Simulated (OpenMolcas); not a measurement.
# Ir⁴⁺ among point charges: CASSCF and CASPT2 levels and susceptibility

How does a field of 6 point charges split the states of Ir⁴⁺, and what χT follows?

Method: state-averaged CASSCF and CASPT2, spin-orbit coupling by RASSI with atomic mean-field integrals. Code: OpenMolcas 26.06.

### 1 What is computed

| Quantity | Value |
| --- | --- |
| Species | Ir⁴⁺ (iridium, Z = 77, 73 electrons) |
| Basis | ANO-RCC-VDZP [7s6p4d2f], 59 functions |
| Scalar Hamiltonian | DKH2, point nucleus |
| Inactive shells | 1s 2s 2p 3s 3p 3d 4s 4p 4d 4f 5s 5p |
| Active space | 5 electrons in 5 orbitals (5d) |
| Some configurations of this space | 5d⁵ |
| Orbitals | optimised for each spin and parity, averaged over all roots |

The outer shells:

5d5
```
5d [↑ ][↑ ][↑ ][↑ ][↑ ]
```

The ion sits among 6 point charges of -0.65 e arranged as an octahedron (Oh), 1.89 Å from the ion.

The work runs as a chain of OpenMolcas steps in one folder; each step below is one input file. Labels, J, g values, rates, χT and fits are worked out afterwards by a script from the matrices that RASSI stores. The input lists half of the charges; inversion (Group=XYZ) makes the rest.

### 2 One- and two-electron integrals

The input, a.inp:

```
&GATEWAY
Coord
1

Ir 0.0 0.0 0.0
Basis=ANO-RCC-VDZP
Group=XYZ
NoMove
AngMom=0.0 0.0 0.0
AMFI
XField
3 Angstrom 0
1.890000 0.000000 0.000000 -0.650000
0.000000 1.890000 0.000000 -0.650000
0.000000 0.000000 1.890000 -0.650000
&SEWARD
```

Started as:

```console
$ OMP_NUM_THREADS=1 MOLCAS_MEM=1689 MOLCAS_PROJECT=a pymolcas a.inp > a.log
```

### 3 CASSCF: sextets of even parity, 1 root

The input, a.inp:

```
&RASSCF
FileOrb=start.orb
Symmetry=1
Spin=6
nActEl=5 0 0
Inactive=15 19
Ras2=5 0
CIRoot=1 1 1
SDav=1
CIMx=300
Iter=120 100
PrWF=0.3
OrbListing=Nothing
MaxOrb=0
>>> COPY $Project.JobIph JOB001
```

start.orb holds the contracted functions of the basis, ordered by shell, or the orbitals of the step before.

### 4 CASSCF: quartets of even parity, 24 roots

The input, a.inp:

```
&RASSCF
FileOrb=start.orb
Symmetry=1
Spin=4
nActEl=5 0 0
Inactive=15 19
Ras2=5 0
CIRoot=24 24 1
SDav=24
CIMx=300
Iter=120 100
PrWF=0.3
OrbListing=Nothing
MaxOrb=0
>>> COPY $Project.JobIph JOB002
```

### 5 Reference wave functions, doublets of even parity, 75 roots

The input, a.inp:

```
&RASSCF
FileOrb=start.orb
Symmetry=1
Spin=2
nActEl=5 0 0
Inactive=15 19
Ras2=5 0
CIRoot=75 75 1
SDav=75
CIMx=300
Iter=120 100
PrWF=0.3
OrbListing=Nothing
MaxOrb=0
>>> COPY $Project.JobIph JOB003
```

### 6 RASSI: spin-orbit coupling between the states

The input, a.inp:

```
&RASSI
NrOfJobIphs=3 1 24 75
1
1 2 3 4 5 6 7 8 9 10 11 12 13 14 15 16 17 18 19 20 21 22 23 24
1 2 3 4 5 6 7 8 9 10 11 12 13 14 15 16 17 18 19 20 21 22 23 24 25 26 27
28 29 30 31 32 33 34 35 36 37 38 39 40 41 42 43 44 45 46 47 48 49 50 51
52 53 54 55 56 57 58 59 60 61 62 63 64 65 66 67 68 69 70 71 72 73 74 75
IphNames
JOB001
JOB002
JOB003
EJob
SpinOrbit
DIPRint=1.0
SOCoupling=1000.0
Subsets=2
Property=9
'ANGMOM' 1 'ANGMOM' 2 'ANGMOM' 3 'MLTPL  1' 1 'MLTPL  1' 2 'MLTPL  1' 3
'AMFI' 1 'AMFI' 2 'AMFI' 3
SOProperty=3
'ANGMOM' 1 'ANGMOM' 2 'ANGMOM' 3
```

### 7 CASPT2: IPEA 0.25, imaginary shift 0.1 (closed shells correlated: 5s 5p)

The input, a.inp:

```
>>> COPY JOB001 $Project.JobIph
&CASPT2
Multistate=1 1
Frozen=14 16
IPEA=0.25
Imaginary=0.1
MaxIter=60
WThr=0.0 0.3 0.05
PrWF=0.5
NoMix
>>> COPY JOB002 $Project.JobIph
&CASPT2
Multistate=24 1 2 3 4 5 6 7 8 9 10 11 12 13 14 15 16 17 18 19 20 21 22
23 24
NoMult
Frozen=14 16
IPEA=0.25
Imaginary=0.1
MaxIter=60
WThr=0.0 0.3 0.05
PrWF=0.5
NoMix
>>> COPY JOB003 $Project.JobIph
&CASPT2
Multistate=75 1 2 3 4 5 6 7 8 9 10 11 12 13 14 15 16 17 18 19 20 21 22
23 24 25 26 27 28 29 30 31 32 33 34 35 36 37 38 39 40 41 42 43 44 45 46
47 48 49 50 51 52 53 54 55 56 57 58 59 60 61 62 63 64 65 66 67 68 69 70
71 72 73 74 75
NoMult
Frozen=14 16
IPEA=0.25
Imaginary=0.1
MaxIter=60
WThr=0.0 0.3 0.05
PrWF=0.5
NoMix
```

(Steps that only read results are left out.)

Before running it: what results should come out? Wanted: spin-free ground state; lowest level; next level.

The runs gave:

| quantity | value |
| --- | --- |
| method | SS-CASPT2, IPEA 0.25, imaginary shift 0.1 (closed shells correlated: 5s 5p) |
| spin-free ground state | 6A1, 1-fold in its orbital part |
| lowest level | 2-fold Γ7, g = 3.21, 3.21, 3.21 |
| next level | 81.4 cm⁻¹ |
| χT at 300 K | 4.04 cm³ K/mol |
| effective moment at 300 K | 5.69 μB |

Cost by method:

| method | time of its own steps | time with the reference |
| --- | --- | --- |
| A. CASSCF | 18 s | 18 s |
| B. SS-CASPT2, IPEA 0.25, imaginary shift 0.1, +5s 5p | 4.6 s | 23 s |

Times are of one thread on a shared host.

**Reading.** The spin-free ground state (6A1) comes to 100 % from free-ion S terms and keeps the highest spin of the shell. χT at 300 K is 4.04, against 4.39 cm³ K/mol for the spin alone, as a half-filled shell (L = 0) has no orbital moment. An active space of the d shell alone favours high spin; real ions in strong fields can be low spin. A ligand-field fit to the states below 45000 cm-1 gives 10Dq = 3862 cm-1, B = 786 cm-1 and C = 3515 cm-1 (C/B = 4.47), with a deviation of 552 cm-1. CASPT2 does not keep the components of a term degenerate, and the means are used. The field of point charges can differ much from that of real complexes. With metal d orbitals alone active, the gaps between spin states are rough; where two lie within a few thousand cm-1, their order is open. Point charges carry no covalency, so the field is a model and not that of real ligands.
